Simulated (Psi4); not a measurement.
**InCl2F (SMILES [F][In]([Cl])[Cl]): HF/STO-3G**

Aim: the vertical ionisation energy of InCl2F at HF/STO-3G, from 2 runs. 

The calculation is run with Psi4 1.11.

6 further runs of the same task are left out: 4 that didn't finish, 2 set aside as unsound or not needed.

**1. Starting point**

InCl2F: 4 atoms, total charge 0, spin state singlet. SMILES: `[F][In]([Cl])[Cl]`. The shape is that of a PBE0-D4/def2-TZVP optimisation.

Bond lengths: F1–In2 1.926 Å, In2–Cl3 2.285 Å, In2–Cl4 2.285 Å. Angles: F1–In2–Cl3 117.6°, F1–In2–Cl4 117.6°, Cl3–In2–Cl4 124.8°.

**2. Energy and forces at HF/STO-3G**

input.inp

```
memory 2200 MB

molecule {
  0 1
  F      0.230900     0.992100     1.678900
  In     0.019100     0.009200     0.035600
  Cl     1.200200    -1.933300    -0.195800
  Cl    -1.394700     0.871700    -1.539000
  symmetry c1
  no_reorient
  no_com
}

set {
  reference     rhf
  puream        true
  e_convergence 1e-09
  d_convergence 1e-08
  scf_type      pk
}

e_tot, wfn = gradient("scf/STO-3G", return_wfn=True)
oeprop(wfn, "WIBERG_LOWDIN_INDICES", "MULLIKEN_CHARGES", "LOWDIN_CHARGES", title="SCF")
print_variables()
```

Run with:

```bash
$ psi4 -n 1 input.inp input.out
```

input.out:

```text
[...]
  Running in c1 symmetry.
[...]
  Nuclear repulsion =  589.579900213441874
[...]
  Multiplicity = 1
[...]
  Nalpha       = 46
  Nbeta        = 46
[...]
    Number of basis functions: 50
[...]
   @RHF iter   1: -6690.15227509717806   -3.26530e+00   8.03252e-03 ADIIS/DIIS
[...]
   @RHF iter  10: -6690.26239325261486   -1.00044e-11   4.10788e-09 DIIS
[...]
    Orbital Energies [Eh]
    ---------------------
    Doubly Occupied:
       1A   -986.981316     2A   -146.116547     3A   -138.128758
       4A   -138.127039     5A   -138.127033     6A   -103.619113
       7A   -103.619100     8A    -27.804925     9A    -25.811699
      10A    -24.824946    11A    -24.820223    12A    -24.819699
      13A    -16.690548    14A    -16.690173    15A    -16.689895
      16A    -16.685388    17A    -16.685325    18A    -10.314073
      19A    -10.314008    20A     -7.757004    21A     -7.756947
      22A     -7.753064    23A     -7.752938    24A     -7.752733
      25A     -7.752670    26A     -4.349985    27A     -3.169189
      28A     -3.162716    29A     -3.159755    30A     -1.393468
      31A     -0.989101    32A     -0.981843    33A     -0.664664
      34A     -0.662011    35A     -0.661989    36A     -0.659805
[...]
  @RHF Final Energy: -6690.26239325261486
   => Energetics <=
    Nuclear Repulsion Energy =            589.5799002134418743
    One-Electron Energy =              -10444.5042873464044533
    Two-Electron Energy =                3164.6619938803478362
    Total Energy =                      -6690.2623932526139470
[...]
 Multipole Moments:
 ------------------------------------------------------------------------------------
     Multipole            Electronic (a.u.)      Nuclear  (a.u.)        Total (a.u.)
 ------------------------------------------------------------------------------------
 L = 1.  Multiply by 2.5417464519 to convert [e a0] to [Debye]
 Dipole X            :          0.6109170           -0.5527449            0.0581721
 Dipole Y            :         16.6492061          -16.3792012            0.2700049
 Dipole Z            :         24.3324690          -23.8806580            0.4518110
 Magnitude           :                                                    0.5295468
[...]
  -Total Gradient:
     Atom            X                  Y                   Z
    ------   -----------------  -----------------  -----------------
       1        0.003434639673     0.015937615272     0.026643936644
       2       -0.002899851916    -0.013498258834    -0.022542700758
       3        0.005835728034    -0.007814911273     0.001111124536
       4       -0.006370515810     0.005375554842    -0.005212360412
[...]
  Mulliken Charges: (a.u.)
   Center  Symbol    Alpha    Beta     Spin     Total
       1     F     4.65778  4.65778  0.00000 -0.31556
       2    IN    23.89285 23.89285  0.00000  1.21430
       3    CL     8.72468  8.72468  0.00000 -0.44937
       4    CL     8.72469  8.72469  0.00000 -0.44937
   Total alpha = 46.00000, Total beta = 46.00000, Total charge =  0.00000
  Lowdin Charges: (a.u.)
   Center  Symbol    Alpha    Beta     Spin     Total
       1     F     4.63261  4.63261  0.00000 -0.26521
       2    IN    24.02456 24.02456  0.00000  0.95088
[...]
```

It took 4.2 s on 1 thread of Intel Xeon Platinum 8259CL at 2.50GHz (Skylake/Cascade Lake), shared host; peak memory 0.19 GiB.

**3. The doublet cation, same level**

cl2fin.dat

```
memory 2.2 GB

molecule m {
  1 2
  F
  In 1 1.926496
  Cl 2 2.285137 1 117.59728
  Cl 2 2.285192 1 117.59429 3 -179.99539
  symmetry c1
}

set basis STO-3G
set reference uhf
set puream true
set e_convergence 1e-09
set d_convergence 1e-08
set scf_type pk
set maxiter 100

result, w = gradient('hf', return_wfn=True)
```

Run with:

```bash
$ psi4 -i cl2fin.dat -o cl2fin.out -n 1
```

cl2fin.out:

```text
[...]
  Running in c1 symmetry.
[...]
  Nuclear repulsion =  589.579844666331724
[...]
  Multiplicity = 2
[...]
  Nalpha       = 46
  Nbeta        = 45
[...]
    Number of basis functions: 50
[...]
   @UHF iter   1: -6689.72336380907836   -2.83639e+00   9.24900e-03 ADIIS/DIIS
[...]
   @UHF iter  21: -6689.90482281767163   -1.81899e-12   9.46112e-09 DIIS
[...]
   @S^2 Observed:                8.092595806E-01
[...]
    Orbital Energies [Eh]
    ---------------------
    Alpha Occupied:
       1A   -987.237086     2A   -146.371919     3A   -138.383937
       4A   -138.382834     5A   -138.382597     6A   -104.009721
       7A   -104.009677     8A    -28.058723     9A    -26.042820
      10A    -25.077756    11A    -25.075209    12A    -25.073605
      13A    -16.944304    14A    -16.944081    15A    -16.943224
      16A    -16.940606    17A    -16.940034    18A    -10.687070
      19A    -10.686995    20A     -8.139721    21A     -8.139371
      22A     -8.124991    23A     -8.124656    24A     -8.123082
      25A     -8.122954    26A     -4.599622    27A     -3.416097
      28A     -3.414934    29A     -3.408910    30A     -1.594919
      31A     -1.303357    32A     -1.297765    33A     -0.915791
      34A     -0.914843    35A     -0.914826    36A     -0.908607
[...]
  @UHF Final Energy: -6689.90482281767163
   => Energetics <=
    Nuclear Repulsion Energy =            589.5798446663317236
    One-Electron Energy =              -10418.8152018799337384
    Two-Electron Energy =                3139.3305343959304992
    Total Energy =                      -6689.9048228176707198
  UHF NO Occupations:
  HONO-2 :   44  A 1.9998577
  HONO-1 :   45  A 1.9702041
[...]
 Multipole Moments:
 ------------------------------------------------------------------------------------
     Multipole            Electronic (a.u.)      Nuclear  (a.u.)        Total (a.u.)
 ------------------------------------------------------------------------------------
 L = 1.  Multiply by 2.5417464519 to convert [e a0] to [Debye]
 Dipole X            :          0.0004711           -0.0003749            0.0000962
 Dipole Y            :         -0.0005200            0.0002392           -0.0002808
 Dipole Z            :         -2.8198646            3.3217844            0.5019199
 Magnitude           :                                                    0.5019200
[...]
  -Total Gradient:
     Atom            X                  Y                   Z
    ------   -----------------  -----------------  -----------------
       1       -0.000000852151     0.000000319285    -0.040136936470
       2        0.000000292530    -0.000014643317     0.067240816628
       3       -0.000000032984     0.007790679422    -0.013556004821
       4        0.000000592605    -0.007776355383    -0.013547874982
[...]
```

It took 4.8 s on 1 thread of Intel Xeon Platinum 8259CL at 2.50GHz (Skylake/Cascade Lake), shared host; peak memory 0.19 GiB.

**4. Outcome**

Level: HF/STO-3G.

```
                                          quantity           value
                      singlet InCl2F: total energy  -6690.26239 Eh
                     singlet InCl2F: dipole moment          1.35 D
                       singlet InCl2F: HOMO energy        -9.86 eV
                       singlet InCl2F: LUMO energy         4.81 eV
                     singlet InCl2F: HOMO–LUMO gap        14.67 eV
          singlet InCl2F: largest force on an atom      1.606 eV/Å
                      doublet cation: total energy  -6689.90482 Eh
doublet cation: HOMO energy (highest over α and β)       -14.94 eV
 doublet cation: LUMO energy (lowest over α and β)        -9.17 eV
                              doublet cation: ⟨S²⟩           0.809
          doublet cation: largest force on an atom      3.458 eV/Å
vertical ionisation energy (to the doublet cation)        9.730 eV
```

What this shows: The vertical ionisation energy comes to 9.73 eV (939 kJ/mol). The largest force (singlet InCl2F) is 1.61 eV/Å: the shape isn't a stationary point for this species at this level. The negative HOMO energy of the first species, 9.86 eV, lies 0.13 eV above that difference. In a minimal basis such a difference can be off by several eV, whatever the method. Mulliken charges (singlet InCl2F) run from -0.45 on Cl3 to +1.21 on In2. Relativity is left out (singlet InCl2F) although the molecule holds a heavy atom.
